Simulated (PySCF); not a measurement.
# CH3NSeSi: a tour of settings

Which settings matter for CH3NSeSi (`N#C[SiH2][SeH]`), and how do bad ones show?

Computed with PySCF 2.14.0, with density-fitted response routines of our own, on a single molecule in the gas phase. Atoms are numbered from 0 throughout.

### 1 Starting geometry

7 atoms, charge 0, multiplicity 1; geometry from: GFN2-xTB.

Bonds of the start (Å): N0–C1 1.14, C1–Si2 1.87, Si2–Se3 2.28, Si2–H4 1.46, Si2–H5 1.46, Se3–H6 1.44.

### 2 NMR shieldings: PBE0/pcSseg-1

Job settings and geometry (Å):

```
{"job": {"kind": "nmr", "xc": "PBE0", "basis": "pcSseg-1", "pop": false, "scf": {"aux": "def2-universal-jkfit"}}, "charge": 0, "multiplicity": 1}
N      2.034319    -1.536702     0.188962
C      1.291404    -0.668619     0.120916
Si     0.057552     0.728526     0.003035
Se    -1.912710    -0.144632    -0.751497
H      0.514407     1.658027    -1.019936
H     -0.087139     1.280933     1.347235
H     -1.894499    -1.312628     0.084207
```

Method: GIAO PBE0/pcSseg-1 NMR shielding, non-relativistic, gas phase.

Run with:

```bash
> OMP_NUM_THREADS=1 python probes_run.py task.json out
```

One launch serves the whole session: the jobs run in the order shown.

The log of the run:

```text
final grid: 63320 points
cycle   1  E = -2784.8753472363  dE = -7.097e-01  |g| = 7.365e-01  |ddm| = 2.642e+00
cycle   2  E = -2784.7709226404  dE =  1.044e-01  |g| = 8.457e-01  |ddm| = 8.245e-01
cycle   3  E = -2784.8764880592  dE = -1.056e-01  |g| = 4.660e-01  |ddm| = 7.200e-01
cycle   4  E = -2784.9220937955  dE = -4.561e-02  |g| = 4.368e-02  |ddm| = 2.363e-01
cycle   5  E = -2784.9223621178  dE = -2.683e-04  |g| = 8.652e-03  |ddm| = 3.968e-02
cycle   6  E = -2784.9223833291  dE = -2.121e-05  |g| = 2.387e-03  |ddm| = 1.217e-02
cycle   7  E = -2784.9223848533  dE = -1.524e-06  |g| = 5.194e-04  |ddm| = 2.902e-03
cycle   8  E = -2784.9223849234  dE = -7.009e-08  |g| = 1.257e-04  |ddm| = 7.748e-04
cycle   9  E = -2784.9223849270  dE = -3.569e-09  |g| = 3.892e-05  |ddm| = 1.792e-04
cycle  10  E = -2784.9223849274  dE = -4.143e-10  |g| = 4.403e-06  |ddm| = 4.598e-05
converged SCF energy = -2784.9223849274

GIAO shielding tensors (ppm)
atom      isotropic    diamagn.    paramagn.     s11        s22        s33       span
  0 N      -99.850     337.214    -437.064   -300.068   -284.897    285.416    585.484
  1 C       64.270     262.801    -198.531    -53.386    -43.384    289.582    342.968
  2 Si     411.817     877.801    -465.984    371.940    413.002    450.507     78.567
  3 Se    2234.776    3000.892    -766.117   2012.473   2103.580   2588.274    575.801
  4 H       26.721      27.185      -0.464     23.169     24.330     32.663      9.494
  5 H       26.477      27.390      -0.914     21.923     24.696     32.811     10.888
  6 H       31.082      30.489       0.593     21.039     25.521     46.685     25.646
```

It took 17 s on 1 thread of AMD EPYC, shared host; peak memory 0.5 GiB.

Shifts follow as δ = σ(reference) − σ, with reference shieldings (ppm) from runs at the same level and on the same kind of geometry: 1H TMS 31.72, 13C TMS 186.9, 29Si TMS 349.2, 15N NH3 267.7, 77Se Me2Se 1758. The references are single molecules in the gas phase, so shifts against H2O, NH3, PH3, H3PO4 or CFCl3 are not on the usual liquid scales and can be off by tens of ppm. Atoms listed in one row are averaged.

```csv
atoms,environment,σ (ppm),δ (ppm)
C1,nitrile carbon,64.3,122.7
"H4, H5","hydrogen on a silicon bonded to C, Se",26.60,5.12
H6,hydrogen on a selenium bonded to Si,31.08,0.64
N0,nitrile nitrogen,-99.8,367.6
Si2,"silicon bonded to C, Se, 2 H",411.8,-62.7
Se3,"selenium bonded to Si, H",2235,-476
```

The fields below are evaluated on a grid from the run's orbitals.

Frontier orbitals at PBE0/pcSseg-1, with the share of their density that lies nearest to each atom:

| orbital | energy (eV) | lies on |
| --- | --- | --- |
| HOMO | -7.60 | Se3 80 %; H6 10 % |
| LUMO | -1.16 | Si2 19 %; C1 19 %; N0 19 % |

ELF in a plane through or near 4 of the atoms.

Ten even steps from '0' (0.00) to '9' (0.99):
```
0000000000000000000000000000
0000000000000000000000000000
0000000000000000000000000000
0000000000000100000000000000
0000000000023431000000000000
0000000000157774200000000000
0000000000146433211133310000
0000000001220550244467652000
0000002345641771487788874100
0000124567895223875368986300
0000235762299537831325885300
0002567772458423431225774200
0014787258766101488766432000
0015898447754001699985110000
0004899986532001699984000000
0000467754210000167731000000
0000012211000000000000000000
0000000000000000000000000000
0000000000000000000000000000
0000000000000000000000000000
```
The map spans 9.6 Å across and 8.7 Å up, centred on the molecule. Atoms in the plane (x, y in Å): N0 (-2.2, -1.3), C1 (-1.4, -0.5), Si2 (0.0, 0.7), H6 (1.7, -1.5).

On the surface of density 0.002 e/bohr³ the electrostatic potential runs, from the 1st to the 99th percentile, from -1.57 V near N0 to 1.86 V near H4.

### 3 TDDFT and polarisability: revPBE/cc-pVDZ

Same as in step 2 but for these lines:

```diff
@@ -1,2 +1,2 @@
-{"job": {"kind": "nmr", "xc": "PBE0", "basis": "pcSseg-1", "pop": false, "scf": {"aux": "def2-universal-jkfit"}}, "charge": 0, "multiplicity": 1}
+{"job": {"kind": "uv", "xc": "revPBE", "basis": "cc-pVDZ", "nstates": 3, "ntriplets": 0, "tda": true}, "charge": 0, "multiplicity": 1}
 N      2.034319    -1.536702     0.188962
```

Level: TDA revPBE/cc-pVDZ, vertical, gas phase, core orbitals frozen in the response.

The log of the run:

```text
coarse grid: 31464 points
cycle   1  E = -2785.3630007941  dE = -5.245e-01  |g| = 3.741e-01  |ddm| = 5.305e+00
cycle   2  E = -2785.1305785281  dE =  2.324e-01  |g| = 1.017e+00  |ddm| = 1.995e+00
cycle   3  E = -2785.3934217842  dE = -2.628e-01  |g| = 2.033e-01  |ddm| = 1.306e+00
cycle   4  E = -2785.4034919348  dE = -1.007e-02  |g| = 3.220e-02  |ddm| = 3.789e-01
cycle   5  E = -2785.4037825344  dE = -2.906e-04  |g| = 1.175e-02  |ddm| = 1.067e-01
cycle   6  E = -2785.4038387033  dE = -5.617e-05  |g| = 2.590e-03  |ddm| = 3.532e-02
cycle   7  E = -2785.4038413339  dE = -2.631e-06  |g| = 5.615e-04  |ddm| = 7.619e-03
final grid: 63320 points
cycle   8  E = -2785.4038167224  dE =  2.019e-09  |g| = 6.170e-04  |ddm| = 3.318e-03
cycle   9  E = -2785.4038166276  dE =  9.478e-08  |g| = 8.248e-04  |ddm| = 3.088e-03
cycle  10  E = -2785.4038168314  dE = -2.038e-07  |g| = 3.764e-04  |ddm| = 1.799e-03
cycle  11  E = -2785.4038168638  dE = -3.245e-08  |g| = 4.091e-05  |ddm| = 4.087e-04
cycle  12  E = -2785.4038168643  dE = -4.702e-10  |g| = 5.455e-06  |ddm| = 8.421e-05
converged SCF energy = -2785.4038168643

Static polarisability (au): isotropic 58.243, principal 43.072 57.190 74.467

Singlet excitations
state   eV       nm        f      main configurations
  1   4.6073    269.1   0.01004   H->L 0.99
  2   5.1780    239.4   0.00463   H->L+1 0.96
  3   5.5572    223.1   0.00179   H->L+2 0.96
```

It took 18 s on 1 thread of AMD EPYC, shared host; peak memory 0.39 GiB.

The orbitals next to the gap, with their largest atomic shares:

```
orbital     eV                        atoms
 HOMO−3  -8.40    N0 47 %, C1 37 %, Si2 6 %
 HOMO−2  -8.38    N0 78 %, C1 13 %, Si2 7 %
 HOMO−1  -7.96   Se3 48 %, N0 23 %, C1 13 %
   HOMO  -6.23            Se3 90 %, Si2 5 %
   LUMO  -1.76  Si2 40 %, N0 20 %, Se3 20 %
 LUMO+1  -1.11   C1 33 %, N0 32 %, Si2 23 %
 LUMO+2  -0.88  H6 34 %, Se3 30 %, Si2 28 %
```

With each of the 3 states as a Gaussian band of 0.4 eV half-width at 1/e, the curve within the window shown has maxima at 267 nm (ε 440) L/(mol cm). Beyond the last state computed it falls off for lack of states. The curve at chosen wavelengths:

```tsv
nm	ε (L/mol/cm)
212	52
216	82
220	118
224	156
228	192
231	216
235	244
239	266
243	287
247	311
251	339
255	372
259	404
262	422
266	435
270	429
274	405
278	366
282	316
286	262
290	209
293	173
297	130
301	94
305	67
309	46
```

Leading natural transition orbitals of singlet state 1: the hole lies on Se3 80 %; H6 10 %; the particle on N0 22 %; C1 21 %; Se3 18 %.

Further results of this job:

```csv
property,computed
dipole moment (D),2.65
polarisability (Å³),8.63
HOMO–LUMO gap (eV),4.47
−ε(HOMO) (eV),6.23
```

### 4 J couplings: B3LYP/LANL2DZ

Same as in step 3 but for these lines:

```diff
@@ -1,2 +1,2 @@
-{"job": {"kind": "uv", "xc": "revPBE", "basis": "cc-pVDZ", "nstates": 3, "ntriplets": 0, "tda": true}, "charge": 0, "multiplicity": 1}
+{"job": {"kind": "j", "xc": "B3LYP", "basis": "LANL2DZ", "scf": {"aux": "def2-universal-jfit", "max_cycle": 75}}, "charge": 0, "multiplicity": 1}
 N      2.034319    -1.536702     0.188962
```

Level: B3LYP/LANL2DZ indirect spin-spin coupling, non-relativistic, gas phase.

The log of the run:

```text
final grid: 63320 points
cycle   1  E = -106.8755859802  dE = -1.515e+01  |g| = 1.420e+00  |ddm| = 4.638e+00
cycle   2  E = -100.3578945850  dE =  6.518e+00  |g| = 3.013e+00  |ddm| = 8.751e+00
cycle   3  E = -107.5013985200  dE = -7.144e+00  |g| = 8.799e-01  |ddm| = 8.327e+00
cycle   4  E = -107.6379424194  dE = -1.365e-01  |g| = 5.547e-01  |ddm| = 1.183e+00
cycle   5  E = -107.7029689438  dE = -6.503e-02  |g| = 2.944e-01  |ddm| = 7.662e-01
cycle   6  E = -107.7249358083  dE = -2.197e-02  |g| = 2.955e-02  |ddm| = 2.662e-01
cycle   7  E = -107.7252316752  dE = -2.959e-04  |g| = 1.399e-02  |ddm| = 5.697e-02
cycle   8  E = -107.7253104122  dE = -7.874e-05  |g| = 2.059e-03  |ddm| = 2.636e-02
cycle   9  E = -107.7253115294  dE = -1.117e-06  |g| = 1.908e-04  |ddm| = 2.357e-03
cycle  10  E = -107.7253115473  dE = -1.791e-08  |g| = 3.269e-05  |ddm| = 4.576e-04
cycle  11  E = -107.7253115478  dE = -5.231e-10  |g| = 3.639e-06  |ddm| = 7.226e-05
converged SCF energy = -107.7253115478

Indirect spin-spin couplings (Hz)
  i      j    bonds     total        FC       PSO       DSO        SD
  0 N    1 C    1    -17.028   -13.761     2.231    -0.005    -5.493
  0 N    2 Si   2      0.055    -0.000     0.090    -0.038     0.003
  0 N    4 H    3     -1.644    -1.730    -0.054     0.108     0.032
  0 N    5 H    3     -1.567    -1.643    -0.061     0.108     0.030
  0 N    6 H    4      0.207     0.079     0.107     0.034    -0.014
  1 C    2 Si   1     -0.109    -0.000     0.065    -0.098    -0.076
  1 C    4 H    2     -0.834    -1.046     0.016     0.138     0.058
  1 C    5 H    2      6.149     5.941     0.011     0.142     0.056
  1 C    6 H    3      3.606     3.524    -0.019     0.138    -0.036
  2 Si   4 H    1     -0.157    -0.002     0.088    -0.194    -0.049
  2 Si   5 H    1     -0.157    -0.002     0.087    -0.193    -0.049
  2 Si   6 H    2     -0.019     0.000    -0.002    -0.013    -0.004
  4 H    5 H    2      7.514     7.623     0.186    -0.363     0.067
  4 H    6 H    3     13.111    13.384     0.208    -0.495     0.014
  5 H    6 H    3     -0.477    -0.377     0.043    -0.143     0.001
```

Wall time 5.7 s (1 thread of AMD EPYC, shared host); peak memory 0.39 GiB.

The run ended normally, but its values are not to be used for the molecule: the fitting basis def2-universal-jfit is not made for Coulomb and exchange fitting here; the basis LANL2DZ leaves the core to a potential or lacks core functions, which properties at the nuclei need. Its HOMO lies at -7.33 eV, against -7.60 eV in step 2 (PBE0/pcSseg-1), a different level, so the two don't compare directly.

### 5 Ultraviolet spectrum: PBE0/Sadlej pVTZ

Job settings and geometry (Å):

```
{"job": {"kind": "uv", "xc": "PBE0", "basis": "Sadlej pVTZ", "nstates": 3, "ntriplets": 0, "tda": true, "grid": 0, "scf": {"diis": false, "max_cycle": 92}}, "charge": 0, "multiplicity": 1}
N      2.034319    -1.536702     0.188962
C      1.291404    -0.668619     0.120916
Si     0.057552     0.728526     0.003035
Se    -1.912710    -0.144632    -0.751497
H      0.514407     1.658027    -1.019936
H     -0.087139     1.280933     1.347235
H     -1.894499    -1.312628     0.084207
```

With the program's defaults for keys left out, this is: TDA PBE0/Sadlej pVTZ, vertical, gas phase, core orbitals frozen in the response.

The log of the run:

```text
final grid: 8080 points
cycle   1  E = -2785.1187550533  dE = -2.741e+00  |g| = 8.068e-01  |ddm| = 7.053e+03
cycle   2  E = -2785.0033763924  dE =  1.154e-01  |g| = 9.730e-01  |ddm| = 1.747e+00
cycle   3  E = -2784.4643007954  dE =  5.391e-01  |g| = 1.798e+00  |ddm| = 2.688e+00
cycle   4  E = -2779.8391262887  dE =  4.625e+00  |g| = 3.443e+00  |ddm| = 8.057e+00
cycle   5  E = -2751.6164069230  dE =  2.822e+01  |g| = 7.409e+00  |ddm| = 2.588e+01
cycle   6  E = -2756.4177690658  dE = -4.801e+00  |g| = 6.585e+00  |ddm| = 4.815e+01
cycle   7  E = -2449.7674902326  dE =  3.067e+02  |g| = 2.257e+01  |ddm| = 4.169e+02
cycle   8  E = -2343.9307727255  dE =  1.058e+02  |g| = 5.966e+01  |ddm| = 4.852e+02
cycle   9  E = -2240.1470234657  dE =  1.038e+02  |g| = 2.388e+01  |ddm| = 4.006e+02
cycle  10  E = -1919.2938602433  dE =  3.209e+02  |g| = 9.853e+01  |ddm| = 1.496e+03
[... 72 cycles left out ...]
cycle  83  E = -1357.3104470329  dE =  2.189e+02  |g| = 2.019e+01  |ddm| = 4.568e+03
cycle  84  E = -1576.1801164810  dE = -2.189e+02  |g| = 1.038e+02  |ddm| = 4.568e+03
cycle  85  E = -1357.3104470329  dE =  2.189e+02  |g| = 2.019e+01  |ddm| = 4.568e+03
cycle  86  E = -1576.1801164809  dE = -2.189e+02  |g| = 1.038e+02  |ddm| = 4.568e+03
cycle  87  E = -1357.3104470329  dE =  2.189e+02  |g| = 2.019e+01  |ddm| = 4.568e+03
cycle  88  E = -1576.1801164812  dE = -2.189e+02  |g| = 1.038e+02  |ddm| = 4.568e+03
cycle  89  E = -1357.3104470329  dE =  2.189e+02  |g| = 2.019e+01  |ddm| = 4.568e+03
cycle  90  E = -1576.1801164811  dE = -2.189e+02  |g| = 1.038e+02  |ddm| = 4.568e+03
cycle  91  E = -1357.3104470329  dE =  2.189e+02  |g| = 2.019e+01  |ddm| = 4.568e+03
cycle  92  E = -1576.1801164807  dE = -2.189e+02  |g| = 1.038e+02  |ddm| = 4.568e+03
SCF not converged, last energy = -1576.1801164807
```

Wall time 30 s (1 thread of AMD EPYC, shared host); peak memory 0.42 GiB.

Why it failed: The SCF swings between two densities 218.87 Eh apart: plain iteration without DIIS overshoots. The remedy is to turn DIIS on. Numbers printed on the way are no properties of the molecule.

### 6 Shielding tensors: BP86/aug-cc-pVDZ

Job settings and geometry (Å):

```
{"job": {"kind": "nmr", "xc": "BP86", "basis": "aug-cc-pVDZ", "pop": true}, "charge": 0, "multiplicity": 1}
N      2.034319    -1.536702     0.188962
C      1.291404    -0.668619     0.120916
Si     0.057552     0.728526     0.003035
Se    -1.912710    -0.144632    -0.751497
H      0.514407     1.658027    -1.019936
H     -0.087139     1.280933     1.347235
H     -1.894499    -1.312628     0.084207
```

Level: GIAO BP86/aug-cc-pVDZ NMR shielding, non-relativistic, gas phase.

The log of the run:

```text
coarse grid: 31464 points
cycle   1  E = -2785.9565185697  dE = -5.247e-01  |g| = 3.683e-01  |ddm| = 6.728e+00
cycle   2  E = -2785.7368127550  dE =  2.197e-01  |g| = 9.921e-01  |ddm| = 2.062e+00
cycle   3  E = -2785.9847416547  dE = -2.479e-01  |g| = 2.109e-01  |ddm| = 1.359e+00
cycle   4  E = -2785.9953980521  dE = -1.066e-02  |g| = 3.790e-02  |ddm| = 4.036e-01
cycle   5  E = -2785.9957796209  dE = -3.816e-04  |g| = 1.133e-02  |ddm| = 1.123e-01
cycle   6  E = -2785.9958291573  dE = -4.954e-05  |g| = 3.296e-03  |ddm| = 3.356e-02
cycle   7  E = -2785.9958333466  dE = -4.189e-06  |g| = 7.009e-04  |ddm| = 9.425e-03
final grid: 63320 points
cycle   8  E = -2785.9957997393  dE =  1.235e-08  |g| = 8.636e-04  |ddm| = 6.882e-03
cycle   9  E = -2785.9957994140  dE =  3.253e-07  |g| = 1.322e-03  |ddm| = 4.565e-03
cycle  10  E = -2785.9957998984  dE = -4.844e-07  |g| = 6.248e-04  |ddm| = 2.681e-03
cycle  11  E = -2785.9958000153  dE = -1.169e-07  |g| = 5.186e-05  |ddm| = 7.349e-04
cycle  12  E = -2785.9958000161  dE = -8.658e-10  |g| = 9.883e-06  |ddm| = 1.295e-04
converged SCF energy = -2785.9958000161

GIAO shielding tensors (ppm)
atom      isotropic    diamagn.    paramagn.     s11        s22        s33       span
  0 N      -49.331     315.993    -365.324   -224.029   -209.484    285.522    509.551
  1 C       80.243     265.547    -185.304    -28.257    -16.390    285.377    313.634
  2 Si     466.294     897.736    -431.442    430.344    465.527    503.012     72.668
  3 Se    2249.320    2998.314    -748.994   2062.886   2175.299   2509.776    446.891
  4 H       26.568      27.952      -1.384     23.268     24.243     32.194      8.925
  5 H       26.126      28.015      -1.889     21.576     24.318     32.483     10.906
  6 H       31.400      31.440      -0.040     21.880     26.462     45.858     23.977
```

It took 31 s on 1 thread of AMD EPYC, shared host; peak memory 0.62 GiB.

In short: σ C1 80.2, N0 -49.3, Si2 466.3, Se3 2249, H4 26.35, H6 31.40 ppm (means over like atoms).

### 7 Comparing the runs: NMR shifts

Shifts (ppm), means over like atoms, with basis size and wall time:

```csv
run,C1,H4,H6,N0,Si2,functions,time
PBE0/pcSseg-1,122.7,5.12,0.64,367.6,-62.7,114,17 s
BP86/aug-cc-pVDZ,113.3,5.50,0.44,318.9,-66.4,136,31 s
```

### 8 What came out

```
                                                              quantity                                            value
                                13C shifts against TMS (PBE0/pcSseg-1)                                        122.7 ppm
1H shifts against TMS (PBE0/pcSseg-1, means over atoms taken as alike)                                   5.12, 0.64 ppm
                                15N shifts against NH3 (PBE0/pcSseg-1)                                        367.6 ppm
                               29Si shifts against TMS (PBE0/pcSseg-1)                                        -62.7 ppm
                             77Se shifts against Me2Se (PBE0/pcSseg-1)                                         -476 ppm
                                 surface potential, 1st and 99th percentile                               -1.57 V and 1.86 V
                                       lowest singlet (revPBE/cc-pVDZ)                      4.61 eV (269 nm), f = 0.010
                                              range of the shift of N0                               318.9 to 367.6 ppm
                                         property runs in this session  5, of which 1 failed and 1 gave unsound results
```

In words: Single values in the summary come from the first run of each kind that ended normally (PBE0/pcSseg-1; revPBE/cc-pVDZ), which need not be the best level. By nearest atom (PBE0/pcSseg-1), the HOMO sits on Se3 80 %; H6 10 % and the LUMO on Si2 19 %; C1 19 %. The first singlet state (HOMO→LUMO 0.99) lies at 4.61 eV and is weak. Among the atoms with a shift in every run: In ppm, N0 moves most: its shift spreads over 48.7 ppm, from 318.9 (BP86/aug-cc-pVDZ) to 367.6 (PBE0/pcSseg-1). Spin-orbit coupling is left out, which matters for shieldings and couplings at and beside the heavy atoms.
